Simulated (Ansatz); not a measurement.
# Sn2TeO2: a trial structure relaxed, part 1 of 2

Where does this trial cell of Sn2TeO2 go when cell and atoms are let free?

Method: DFT PBE, scalar-relativistic, plane waves, PAW, in Ansatz 0.2.0.

## (1) The system as given

It takes space group I4/mmm (No. 139, tetragonal). The conventional cell has a = 4.492 Å, b = 4.492 Å, c = 10.621 Å, α = 90.00°, β = 90.00°, γ = 90.00°. Sn (site symmetry 4mm) has 4 O at 2.57 Å and 1 Sn at 2.82 Å and 4 Te at 3.48 Å as nearest neighbours. Around Te (site symmetry 4/mmm) lie 10 Sn at 3.48 to 3.90 Å and 8 O at 3.48 Å. O (site symmetry -4m2) has 4 Sn at 2.57 Å as nearest neighbours.

As a file:

```
Sn Te O
1.0
    -2.24609    2.24609    5.31057
     2.24609   -2.24609    5.31057
     2.24609    2.24609   -5.31057
Sn Te O
2 1 2
Direct
  0.63281 0.63281 0.00000
  0.36719 0.36719 0.00000
  0.00000 0.00000 0.00000
  0.25000 0.75000 0.50000
  0.75000 0.25000 0.50000
```

Recipe of the guess: species swapped into a database cell of PrSi2Ni2 (I4/mmm, No. 139), with Te on the Pr sites, Sn on the Si sites and O on the Ni sites. The dimensions are guesses.

## (2) A first look at the guess

File input.yaml:

```yaml
crystal:
  lattice:
    - [-2.24608658, 2.24608658, 5.31056721]
    - [2.24608658, -2.24608658, 5.31056721]
    - [2.24608658, 2.24608658, -5.31056721]
  atoms:
    - { symbol: Sn, position: [0.63281167, 0.63281167, 0.0] }
    - { symbol: Sn, position: [0.36718833, 0.36718833, 0.0] }
    - { symbol: Te, position: [0.0, 0.0, 0.0] }
    - { symbol: O, position: [0.25, 0.75, 0.5] }
    - { symbol: O, position: [0.75, 0.25, 0.5] }
basis:
  ecutwfc: 420
kpoints:
  mp_grid: { grid: [6, 6, 6] }
hamiltonian:
  xc: pbe
scf:
  occupations: { method: gaussian, width: 0.1 }
  lower_state_search: "off"
output:
  forces: true
  stress: true
  eigenvalues: true
```

On the command line:

```sh
$ ansatz run input.yaml --threads 1 --pin off --max-ram 2560MiB --backend cpu --events-out ev --progress --plain --runs-dir out
```

What it wrote, shortened:

```text
Warning: RAYON_NUM_THREADS=1 ignored (pool sized by the plan → 1); use --threads N
[...]
Pseudopotentials: kind: paw
Pseudopotential: Sn, paw, valence charge 14, recommended cutoff 420 eV (normal), Sn.paw.azcp
Pseudopotential: Te, paw, valence charge 16, recommended cutoff 420 eV (normal), Te.paw.azcp
Pseudopotential: O, paw, valence charge 6, recommended cutoff 420 eV (normal), O.paw.azcp
Functional definition: PBE
[...]
Crystal: 5 atoms, lattice volume = 107.165 Å³
Basis set: ecut = 420 eV, 2097 PW (Γ), exchange–correlation on 90×90×90 points (8 copies of the dense FFT grid, shifted against one another)
Bands: 34, of which v1, the nominal top of the filled ones, is band 28 counted from 1 (27 counted from 0)
Symmetry: 16 space group operations
[...]
SCF converged after 7 iterations
Free energy (F): -20159.711943 eV
[...]
E sigma→0 (E₀):  -20159.695749 eV
Entropy (-TS):   -0.032388 eV (-6.478 meV/atom)
Fermi energy:    8.107904 eV
[...]
--- Forces (eV/Å), atoms counted from 1 ---
  atom   1  Sn     0.00000000    -0.00000000     3.28752386
  atom   2  Sn     0.00000000     0.00000000    -3.28752386
  atom   3  Te     0.00000000     0.00000000     0.00000000
  atom   4  O      0.00000000     0.00000000     0.00000000
  atom   5  O     -0.00000000    -0.00000000     0.00000000
[...]
--- Stress (GPa, compression-positive) ---
      -13.412253      -0.000000       0.000000
       -0.000000     -13.412253       0.000000
        0.000000      -0.000000      -2.176892
  P = ⅓ Tr σ = -9.6671 GPa (-96.671 kbar)
--- Band table (eV; the first three rows and the last of 30) ---
[...]
```

Wall time 3.1 s (1 thread of Intel Xeon 6975P-C (Granite Rapids), shared host); peak memory 0.48 GiB.

Read-out: pressure -9.7 GPa, largest force 3.29 eV/Å, gap on this mesh none (metal). A cheap, loose relaxation comes first.

## (3) Coarse relaxation

Edit input.yaml of step 2 so:

```diff
@@ -24 +24,6 @@
   eigenvalues: true
+relax:
+  adjacent_minimum: "off"
+  f_tol: 0.04
+  max_steps: 70
+  cell: { stress_tol: 0.4 }
```

On the command line:

```sh
$ ansatz run input.yaml --threads 1 --pin off --max-ram 2560MiB --backend cpu --events-out ev --progress --plain --runs-dir out
```

What it wrote:

```text
Warning: RAYON_NUM_THREADS=1 ignored (pool sized by the plan → 1); use --threads N
Engine: ansatz 0.2.0, x86_64-unknown-linux-gnu
Pseudopotentials: kind: paw
Pseudopotential: Sn, paw, valence charge 14, recommended cutoff 420 eV (normal), Sn.paw.azcp
Pseudopotential: Te, paw, valence charge 16, recommended cutoff 420 eV (normal), Te.paw.azcp
Pseudopotential: O, paw, valence charge 6, recommended cutoff 420 eV (normal), O.paw.azcp
Functional definition: PBE
  parameter kappa = 0.804
  parameter beta = 0.06672455060314922
  exchange = pbe_x(kappa = kappa, mu = beta*pi^2/3)
  correlation = pbe_c(beta = beta)
Crystal: 5 atoms, lattice volume = 107.165 Å³
Basis set: ecut = 420 eV, 2097 PW (Γ), exchange–correlation on 90×90×90 points (8 copies of the dense FFT grid, shifted against one another)
Bands: 34, of which v1, the nominal top of the filled ones, is band 28 counted from 1 (27 counted from 0)
Symmetry: 16 space group operations
Space group: I4/mmm (ITA 139), of the structure as read, at distance tolerance 4.7e-5 Å
k-points: 30 of 216
Non-local potential: Sn, projectors of the file, l = 0: 2, l = 1: 2, l = 2: 2, l = 3: 2
Non-local potential: Te, projectors of the file, l = 0: 2, l = 1: 2, l = 2: 2, l = 3: 2
Non-local potential: O, projectors of the file, l = 0: 2, l = 1: 2, l = 2: 1
PAW form: soft (Blöchl's): semilocal exchange-correlation on the pseudo side does not see the compensation charge
PAW one-centre angular grid: Sn, 590 points (default); XC on 64 Gauss nodes
PAW one-centre angular grid: Te, 590 points (default); XC on 64 Gauss nodes
PAW one-centre angular grid: O, 110 points (default); XC on 64 Gauss nodes
Initial density: superposition of atomic densities (neutral atoms: chi_scale 0, normalization atom), corrected by the library's trained network
Initial wavefunctions: pseudopotential atomic-orbital guess
Functional: x = pbe(κ = 0.804, μ = 0.2195149727645171), c = pbe(β = 0.06672455060314922)
SCF iter   1: F=—  HF=-20159.714164 eV  |F-HF|=—  |Δ(HF+E_count)|=         —  Δρ=3.18e-3  dr2=8.34e-3  ethr=1.77e-3  ⟨swp⟩=7.5  Hψ=4549  notcnv=0
preconditioner: auto → Kerker (q_TF=auto, 2.449 Å⁻¹)  [metal: Δε(μ)=0.002 eV  Ē_g=15.632 eV  σ=0.100 eV  W_gap=0.01  n_scr=32 (ndim 8)  ℏωp=24.3 eV  f_vac=0.000  D(μ)=6.44/eV (n_scr^D=76)]
SCF iter   2: F=—  HF=-20159.711655 eV  |F-HF|=—  |Δ(HF+E_count)|=   2.51e-3  Δρ=1.51e-3  dr2=1.92e-3  ethr=1.49e-5  ⟨swp⟩=2.1  Hψ=1928  notcnv=0  defer=1
SCF iter   3: F=—  HF=-20159.711891 eV  |F-HF|=—  |Δ(HF+E_count)|=   2.36e-4  Δρ=4.28e-4  dr2=2.23e-4  ethr=3.42e-6  ⟨swp⟩=3.0  Hψ=1787  notcnv=0  defer=1
SCF iter   4: F=—  HF=-20159.711903 eV  |F-HF|=—  |Δ(HF+E_count)|=   1.12e-5  Δρ=1.61e-4  dr2=3.45e-5  ethr=3.98e-7  ⟨swp⟩=2.0  Hψ=1455  notcnv=0  defer=1
SCF iter   5: F=—  HF=-20159.711942 eV  |F-HF|=—  |Δ(HF+E_count)|=   3.98e-5  Δρ=4.45e-5  dr2=2.51e-6  ethr=6.17e-8  ⟨swp⟩=2.0  Hψ=1677  notcnv=0  defer=1
SCF iter   6: F=—  HF=-20159.711943 eV  |F-HF|=—  |Δ(HF+E_count)|=   1.02e-6  Δρ=1.40e-5  dr2=2.52e-7  ethr=4.47e-9  ⟨swp⟩=2.0  Hψ=1325  notcnv=0  defer=1
SCF iter   7: F=-20159.711943 eV  HF=-20159.711943 eV  |F-HF|=7.00e-9  |Δ(HF+E_count)|=   3.89e-8  Δρ=3.14e-6  dr2=2.26e-8  ethr=1.79e-10  ⟨swp⟩=9.3  Hψ=4718  notcnv=0
SCF 1 converged in 7 iterations: F = -20159.711943 eV  dr2 = 2.26e-8
relax step   1: F+E_penalty+E_count = -20159.71194348 eV  Δ(F+E_penalty+E_count) = +0.000e0 eV  max|allowed force component| = 3.288e0 eV/Å  Δτ_max = 0.0000 Å  P = -9.667 GPa  Ω = 107.165 Å³  (7 SCF iters, dr2 threshold 1.00e-7 eV, accepted)
Crystal: 5 atoms, lattice volume = 101.462 Å³
Basis set: ecut = 420 eV, 1993 PW (Γ), exchange–correlation on 90×90×90 points (8 copies of the dense FFT grid, shifted against one another)
Initial density: handed on by an earlier stage of this run
Initial wavefunctions: those handed on with the density
iter 1 solved again at ethr=3.55e-4 eV; its pass at ethr=3.10e-3 eV (dr2=1.99e-1 eV) is discarded
SCF iter   1: F=—  HF=-20161.024161 eV  |F-HF|=—  |Δ(HF+E_count)|=         —  Δρ=1.52e-2  dr2=1.96e-1  ethr=3.55e-4  ⟨swp⟩=1.1  Hψ=5426  notcnv=0
preconditioner: auto → Kerker (q_TF=auto, 2.471 Å⁻¹)  [metal: Δε(μ)=0.006 eV  Ē_g=16.199 eV  σ=0.100 eV  W_gap=0.04  n_scr=32 (ndim 8)  ℏωp=25.0 eV  f_vac=0.000  D(μ)=6.44/eV (n_scr^D=76)]
SCF iter   2: F=—  HF=-20160.987441 eV  |F-HF|=—  |Δ(HF+E_count)|=   3.67e-2  Δρ=7.33e-3  dr2=4.72e-2  ethr=3.50e-4  ⟨swp⟩=2.4  Hψ=1373  notcnv=0
SCF iter   3: F=—  HF=-20160.979361 eV  |F-HF|=—  |Δ(HF+E_count)|=   8.08e-3  Δρ=1.36e-3  dr2=2.18e-3  ethr=8.44e-5  ⟨swp⟩=2.4  Hψ=1689  notcnv=0
SCF iter   4: F=—  HF=-20160.979614 eV  |F-HF|=—  |Δ(HF+E_count)|=   2.54e-4  Δρ=4.15e-4  dr2=2.73e-4  ethr=3.89e-6  ⟨swp⟩=2.8  Hψ=1672  notcnv=0
SCF iter   5: F=—  HF=-20160.979632 eV  |F-HF|=—  |Δ(HF+E_count)|=   1.73e-5  Δρ=1.12e-4  dr2=2.61e-5  ethr=4.88e-7  ⟨swp⟩=2.0  Hψ=1693  notcnv=0
SCF iter   6: F=—  HF=-20160.979633 eV  |F-HF|=—  |Δ(HF+E_count)|=   1.49e-6  Δρ=3.83e-5  dr2=3.27e-6  ethr=4.66e-8  ⟨swp⟩=2.1  Hψ=1752  notcnv=0
SCF iter   7: F=-20160.979633 eV  HF=-20160.979633 eV  |F-HF|=9.68e-8  |Δ(HF+E_count)|=   5.37e-8  Δρ=1.09e-5  dr2=2.35e-7  ethr=8.93e-10  ⟨swp⟩=7.1  Hψ=4661  notcnv=0
SCF 2 converged in 7 iterations: F = -20160.979633 eV  dr2 = 2.35e-7
relax step   2: F+E_penalty+E_count = -20160.97963303 eV  Δ(F+E_penalty+E_count) = -1.268e0 eV  max|allowed force component| = 1.262e0 eV/Å  Δτ_max = 0.1927 Å  P = -7.206 GPa  Ω = 101.462 Å³  energy of the carried Pulay correction = +9.055e-3 eV  (7 SCF iters, dr2 threshold 5.00e-7 eV, accepted)
Crystal: 5 atoms, lattice volume = 91.955 Å³
Basis set: ecut = 420 eV, 1765 PW (Γ), exchange–correlation on 90×90×90 points (8 copies of the dense FFT grid, shifted against one another)
iter 1 solved again at ethr=2.51e-4 eV; its pass at ethr=3.10e-3 eV (dr2=1.40e-1 eV) is discarded
SCF iter   1: F=—  HF=-20161.632131 eV  |F-HF|=—  |Δ(HF+E_count)|=         —  Δρ=1.31e-2  dr2=1.39e-1  ethr=2.51e-4  ⟨swp⟩=1.4  Hψ=5697  notcnv=0
preconditioner: auto → Kerker (q_TF=auto, 2.512 Å⁻¹)  [metal: Δε(μ)=0.009 eV  Ē_g=16.886 eV  σ=0.100 eV  W_gap=0.05  n_scr=32 (ndim 8)  ℏωp=26.3 eV  f_vac=0.000  D(μ)=4.71/eV (n_scr^D=36)]
SCF iter   2: F=—  HF=-20161.608578 eV  |F-HF|=—  |Δ(HF+E_count)|=   2.36e-2  Δρ=6.58e-3  dr2=5.59e-2  ethr=2.48e-4  ⟨swp⟩=1.6  Hψ=1051  notcnv=0
SCF iter   3: F=—  HF=-20161.597975 eV  |F-HF|=—  |Δ(HF+E_count)|=   1.06e-2  Δρ=1.78e-3  dr2=1.09e-2  ethr=9.98e-5  ⟨swp⟩=2.0  Hψ=1238  notcnv=0
SCF iter   4: F=—  HF=-20161.596316 eV  |F-HF|=—  |Δ(HF+E_count)|=   1.66e-3  Δρ=4.82e-4  dr2=4.14e-4  ethr=1.94e-5  ⟨swp⟩=2.1  Hψ=1197  notcnv=0
SCF iter   5: F=—  HF=-20161.596283 eV  |F-HF|=—  |Δ(HF+E_count)|=   3.34e-5  Δρ=2.40e-4  dr2=6.80e-5  ethr=7.39e-7  ⟨swp⟩=2.1  Hψ=1691  notcnv=0
SCF iter   6: F=—  HF=-20161.596270 eV  |F-HF|=—  |Δ(HF+E_count)|=   1.29e-5  Δρ=6.74e-5  dr2=7.56e-6  ethr=1.21e-7  ⟨swp⟩=2.1  Hψ=1738  notcnv=0
SCF iter   7: F=—  HF=-20161.596270 eV  |F-HF|=—  |Δ(HF+E_count)|=   2.77e-7  Δρ=2.58e-5  dr2=6.02e-7  ethr=1.35e-8  ⟨swp⟩=2.0  Hψ=1356  notcnv=0
SCF iter   8: F=-20161.596270 eV  HF=-20161.596270 eV  |F-HF|=3.30e-9  |Δ(HF+E_count)|=   6.42e-8  Δρ=7.01e-6  dr2=3.49e-8  ethr=8.93e-10  ⟨swp⟩=7.3  Hψ=4607  notcnv=0
SCF 3 converged in 8 iterations: F = -20161.596270 eV  dr2 = 3.49e-8
relax step   3: F+E_penalty+E_count = -20161.59627034 eV  Δ(F+E_penalty+E_count) = -6.166e-1 eV  max|allowed force component| = 3.166e-1 eV/Å  Δτ_max = 0.1068 Å  P = +1.024 GPa  Ω = 91.955 Å³  energy of the carried Pulay correction = +2.530e-2 eV  (8 SCF iters, dr2 threshold 5.00e-7 eV, accepted)
[... from here on, the SCF cycles and remarks between the steps are left out ...]
relax step   4: F+E_penalty+E_count = -20161.96182544 eV  Δ(F+E_penalty+E_count) = -3.656e-1 eV  max|allowed force component| = 8.860e-1 eV/Å  Δτ_max = 0.0102 Å  P = +2.037 GPa  Ω = 91.631 Å³  energy of the carried Pulay correction = +2.589e-2 eV  (7 SCF iters, dr2 threshold 5.00e-7 eV, accepted)
relax step   5: F+E_penalty+E_count = -20162.42587246 eV  Δ(F+E_penalty+E_count) = -4.640e-1 eV  max|allowed force component| = 1.283e-1 eV/Å  Δτ_max = 0.0717 Å  P = +0.046 GPa  Ω = 91.308 Å³  energy of the carried Pulay correction = +2.647e-2 eV  (7 SCF iters, dr2 threshold 5.00e-7 eV, accepted)
relax step   6: F+E_penalty+E_count = -20162.71656573 eV  Δ(F+E_penalty+E_count) = -2.907e-1 eV  max|allowed force component| = 4.336e-1 eV/Å  Δτ_max = 0.0303 Å  P = +1.078 GPa  Ω = 89.128 Å³  energy of the carried Pulay correction = +3.044e-2 eV  (7 SCF iters, dr2 threshold 5.00e-7 eV, accepted)
relax step   7: F+E_penalty+E_count = -20162.77297825 eV  Δ(F+E_penalty+E_count) = -5.641e-2 eV  max|allowed force component| = 1.607e-1 eV/Å  Δτ_max = 0.0351 Å  P = +1.402 GPa  Ω = 90.016 Å³  energy of the carried Pulay correction = +2.881e-2 eV  (7 SCF iters, dr2 threshold 5.00e-7 eV, accepted)
relax step   8: F+E_penalty+E_count = -20162.77650371 eV  Δ(F+E_penalty+E_count) = -3.525e-3 eV  max|allowed force component| = 4.463e-2 eV/Å  Δτ_max = 0.0001 Å  P = +0.404 GPa  Ω = 90.883 Å³  energy of the carried Pulay correction = +2.723e-2 eV  (6 SCF iters, dr2 threshold 5.00e-7 eV, accepted)
relax step   9: F+E_penalty+E_count = -20162.77628444 eV  Δ(F+E_penalty+E_count) = +2.193e-4 eV  max|allowed force component| = 7.062e-3 eV/Å  Δτ_max = 0.0003 Å  P = +0.001 GPa  Ω = 91.261 Å³  energy of the carried Pulay correction = +2.655e-2 eV  (6 SCF iters, dr2 threshold 5.00e-7 eV, accepted)
relax step  10: F+E_penalty+E_count = -20162.85588922 eV  Δ(F+E_penalty+E_count) = -7.960e-2 eV  max|allowed force component| = 7.050e-3 eV/Å  Δτ_max = 0.0000 Å  P = +0.938 GPa  Ω = 91.261 Å³  stress off target by 2.89e0 GPa  SCF on the basis re-selected at this cell (its energy is not comparable with the rows above)  (7 SCF iters)
relax step  11: F+E_penalty+E_count = -20162.87280092 eV  Δ(F+E_penalty+E_count) = -1.691e-2 eV  max|allowed force component| = 6.598e-2 eV/Å  Δτ_max = 0.0087 Å  P = +0.167 GPa  Ω = 92.586 Å³  energy of the carried Pulay correction = -2.900e-3 eV  (6 SCF iters, dr2 threshold 5.00e-7 eV, accepted)
relax step  12: F+E_penalty+E_count = -20162.87403400 eV  Δ(F+E_penalty+E_count) = -1.233e-3 eV  max|allowed force component| = 8.797e-3 eV/Å  Δτ_max = 0.0110 Å  P = -0.076 GPa  Ω = 93.473 Å³  energy of the carried Pulay correction = -4.821e-3 eV  (6 SCF iters, dr2 threshold 5.00e-7 eV, accepted)
iter 1 solved again at ethr=1.32e-7 eV; its pass at ethr=3.10e-3 eV (dr2=7.42e-5 eV) is discarded
SCF iter   1: F=—  HF=-20162.880190 eV  |F-HF|=—  |Δ(HF+E_count)|=         —  Δρ=2.65e-4  dr2=7.24e-6  ethr=1.32e-7  ⟨swp⟩=3.1  Hψ=7283  notcnv=0
preconditioner: auto → Kerker (q_TF=auto, 2.505 Å⁻¹)  [metal: Δε(μ)=0.011 eV  Ē_g=17.142 eV  σ=0.100 eV  W_gap=0.06  n_scr=24 (ndim 8)  ℏωp=26.0 eV  f_vac=0.000  D(μ)=1.47/eV (n_scr^D=2)]
SCF iter   2: F=—  HF=-20162.880361 eV  |F-HF|=—  |Δ(HF+E_count)|=   1.70e-4  Δρ=1.33e-4  dr2=1.47e-6  ethr=1.29e-8  ⟨swp⟩=2.0  Hψ=1362  notcnv=0
SCF iter   3: F=—  HF=-20162.880357 eV  |F-HF|=—  |Δ(HF+E_count)|=   3.84e-6  Δρ=1.66e-5  dr2=5.75e-8  ethr=2.62e-9  ⟨swp⟩=2.0  Hψ=1399  notcnv=0
SCF iter   4: F=—  HF=-20162.880357 eV  |F-HF|=—  |Δ(HF+E_count)|=   6.36e-7  Δρ=1.67e-6  dr2=7.86e-9  ethr=1.03e-10  ⟨swp⟩=2.0  Hψ=1673  notcnv=0
iter 5 did not close the SCF: its close was put off for the readings that it lacked (scf_convergence_deferred on its scf_iter line)
SCF iter   5: F=-20162.880357 eV  HF=-20162.880357 eV  |F-HF|=1.49e-9  |Δ(HF+E_count)|=   1.83e-9  Δρ=6.55e-7  dr2=1.95e-9  ethr=1.40e-11  ⟨swp⟩=1.4  Hψ=1115  notcnv=0
SCF iter   6: F=-20162.880357 eV  HF=-20162.880357 eV  |F-HF|=1.27e-10  |Δ(HF+E_count)|=  3.17e-10  Δρ=2.24e-7  dr2=1.71e-10  ethr=3.49e-12  ⟨swp⟩=3.5  Hψ=4046  notcnv=0
SCF 13 converged in 6 iterations: F = -20162.880357 eV  dr2 = 1.71e-10
relax step  13: F+E_penalty+E_count = -20162.88035735 eV  Δ(F+E_penalty+E_count) = -6.323e-3 eV  max|allowed force component| = 7.373e-3 eV/Å  Δτ_max = 0.0000 Å  P = +0.010 GPa  Ω = 93.473 Å³  stress off target by 1.10e-1 GPa  SCF on the basis re-selected at this cell (its energy is not comparable with the rows above)  (6 SCF iters)
basis re-selected at this cell: Δ(F+E_penalty+E_count) = -6.323e-3 eV, ΔP = +0.086 GPa vs the last step (what re-selecting the basis moved, of the pressure what is left beyond the Pulay correction that the steps carried, after the strain that the cell walked since its last selection, with what the two solves' SCF thresholds leave and, on support functions, any second-order correction that the steps lacked; it is no measure of the basis error at this ecutwfc). This SCF's stress stands 1.10e-1 GPa from its target on what of the cell is left free (relax.cell.stress_tol is 4.00e-1 GPa) and its largest allowed force component is 7.37e-3 eV/Å (relax.f_tol is 4.00e-2 eV/Å): within both
SCF converged after 6 iterations
Free energy (F): -20162.880357 eV
Harris-Foulkes:  -20162.880357 eV  (|F-HF|=1.27e-10)
Internal energy: -20162.873003 eV  (E = F + TS)
E sigma→0 (E₀):  -20162.876680 eV
Entropy (-TS):   -0.007354 eV (-1.471 meV/atom)
Fermi energy:    10.738673 eV
--- Per-component energies (eV) ---
  E_band       = -372.225283
  E_kinetic    = 903.267158
  E_local      = -3410.735651  (includes V_loc(G=0)·N_el)
  E_nonlocal   = -277.433042
  E_hartree    = 2031.835760
  E_xc         = -1035.466751
  E_vxc        = -482.929211  (∫ρ·V_xc dr)
  E_paw        = -13255.129934  (= ΣΔE_a)
  E_vpaw       = -1168.070436  (= ΣTr[D̂ρ^β])
  E_aug_tail   = 0.004602  (compensation charges beyond the density's cutoff)
  E_ewald      = -5119.215145
  E_smearing   = -0.007354  (= −TS)
  E_closure    = 0.000000  (closes the sum)
  Σ components = -20162.880357   (vs F -20162.880357, Δ=0.00e0)
--- Forces (eV/Å), atoms counted from 1 ---
  atom   1  Sn    -0.00000000     0.00000000    -0.00737349
  atom   2  Sn     0.00000000     0.00000000     0.00737349
  atom   3  Te     0.00000000     0.00000000     0.00000000
  atom   4  O     -0.00000000     0.00000000     0.00000000
  atom   5  O      0.00000000    -0.00000000     0.00000000
  max |Σ_I F_I| component: 1.39e-17 eV/Å
--- Stress (GPa, compression-positive) ---
       -0.039610       0.000000       0.000000
        0.000000      -0.039610      -0.000000
        0.000000       0.000000       0.110018
  P = ⅓ Tr σ = 0.0103 GPa (0.103 kbar)
--- Band table (eV; the first three rows and the last of 30) ---
  k-point 0: bands = ["-25.9641", "-25.9545", "-25.8885", "-25.8885", "-25.8686", "-11.0980", "-10.7652", "-10.7498", "-10.7498", "-10.7146", "-10.7032", "-10.6921", "-10.6750", "-10.6750", "-10.6737", "-9.0935", "-6.5654", "-0.9748", "2.2132", "4.9664", "4.9664", "7.0491", "7.5001", "7.9822", "7.9822", "8.3252", "10.0696", "10.0696", "11.4549", "12.7953", "15.8712", "15.9258", "16.3998", "16.3998"]
  k-point 1: bands = ["-25.9612", "-25.9554", "-25.8890", "-25.8890", "-25.8676", "-11.0820", "-10.8225", "-10.7478", "-10.7469", "-10.7426", "-10.7056", "-10.6980", "-10.6803", "-10.6762", "-10.6738", "-8.6916", "-6.7968", "-0.5926", "2.4679", "4.4663", "5.2036", "5.7162", "6.7497", "7.4021", "8.2172", "8.6119", "9.3356", "10.7357", "11.2445", "14.2604", "14.7383", "15.1853", "15.4498", "16.9334"]
  k-point 2: bands = ["-25.9573", "-25.9554", "-25.8899", "-25.8898", "-25.8655", "-11.0678", "-11.0048", "-10.7315", "-10.7233", "-10.7177", "-10.7087", "-10.6750", "-10.6720", "-10.6705", "-10.6684", "-7.8833", "-7.2280", "0.2556", "2.4071", "3.0852", "4.7608", "5.6675", "6.3353", "7.4604", "8.3874", "8.5139", "8.9190", "10.1557", "10.2352", "12.9033", "13.3567", "15.5869", "16.0553", "17.2910"]
  k-point 29: bands = ["-25.9641", "-25.9545", "-25.8885", "-25.8885", "-25.8686", "-11.0984", "-10.7649", "-10.7530", "-10.7530", "-10.7239", "-10.7031", "-10.6829", "-10.6739", "-10.6716", "-10.6716", "-9.0881", "-6.5653", "-1.2071", "3.4859", "4.7843", "4.9314", "4.9314", "7.5083", "8.0009", "8.0009", "9.9626", "10.3313", "10.3313", "11.2747", "13.7460", "14.6349", "14.6349", "14.7532", "15.5834"]
--- Relaxed structure (11 steps of the walk, 11 accepted, 2 SCFs on fresh bases) ---
  F+E_penalty+E_count = -20162.88035735 eV   max|allowed force component| = 7.373e-3 eV/Å   (the final SCF, on the basis selected at the relaxed cell)
  cell:  # Å, volume = 93.4730 Å³
    - [-1.897896421565914, 1.897896421565914, 6.487556541605166]
    - [1.897896421565914, -1.897896421565914, 6.487556541605166]
    - [1.897896421565914, 1.897896421565914, -6.487556541605166]
  atoms:
    - { symbol: Sn, position: [0.65755206585286, 0.65755206585286, 6.943892387126008e-35] }
    - { symbol: Sn, position: [0.34244793414714, 0.34244793414714, 7.476145604217755e-35] }
    - { symbol: Te, position: [-2.6336561561119924e-19, -2.633656156111993e-19, -4.3944837446936634e-35] }
    - { symbol: O, position: [0.24999999999999997, 0.75, 0.5] }
    - { symbol: O, position: [0.75, 0.24999999999999997, 0.5] }
```

Run time: 42 s. Hardware: 1 thread of Intel Xeon 6975P-C (Granite Rapids), shared host; peak memory 0.52 GiB.

Step by step:

| step | energy from step 1 (eV/cell) | largest force component (eV/Å) | pressure (GPa) | volume (Å³) |
| --- | --- | --- | --- | --- |
| 1 | 0.0000 | 3.2875 | -9.67 | 107.17 |
| 2 | -1.2677 | 1.2622 | -7.21 | 101.46 |
| 3 | -1.8843 | 0.3166 | 1.02 | 91.96 |
| 4 | -2.2499 | 0.8860 | 2.04 | 91.63 |
| 5 | -2.7139 | 0.1283 | 0.05 | 91.31 |
| 6 | -3.0046 | 0.4336 | 1.08 | 89.13 |
| 7 | -3.0610 | 0.1607 | 1.40 | 90.02 |
| 8 | -3.0646 | 0.0446 | 0.40 | 90.88 |
| 9 | -3.0643 | 0.0071 | 0.00 | 91.26 |
| 10 | -3.1439 | 0.0070 | 0.94 | 91.26 |
| 11 | -3.1609 | 0.0660 | 0.17 | 92.59 |
| 12 | -3.1621 | 0.0088 | -0.08 | 93.47 |
| 13 | -3.1684 | 0.0074 | 0.01 | 93.47 |

Step 1 is the start. Steps 10, 13 each repeat the geometry before them on a plane-wave basis chosen anew, so the energy can jump there without any move.

Lengths and angles in the start's conventional setting:

|  | before | after | change |
| --- | --- | --- | --- |
| a (Å) | 4.492 | 3.796 | -15.5 % |
| b (Å) | 4.492 | 3.796 | -15.5 % |
| c (Å) | 10.621 | 12.975 | +22.2 % |
| volume (Å³/atom) | 21.43 | 18.69 | -12.8 % |
| shortest distance (Å) | 2.568 | 2.245 | -12.6 % |
| space group (0.01 Å) | I4/mmm | I4/mmm | same |

The run keeps the 16 symmetry operations of the start, so it could not have lowered the symmetry.

(Continued in part 2 of 2.)
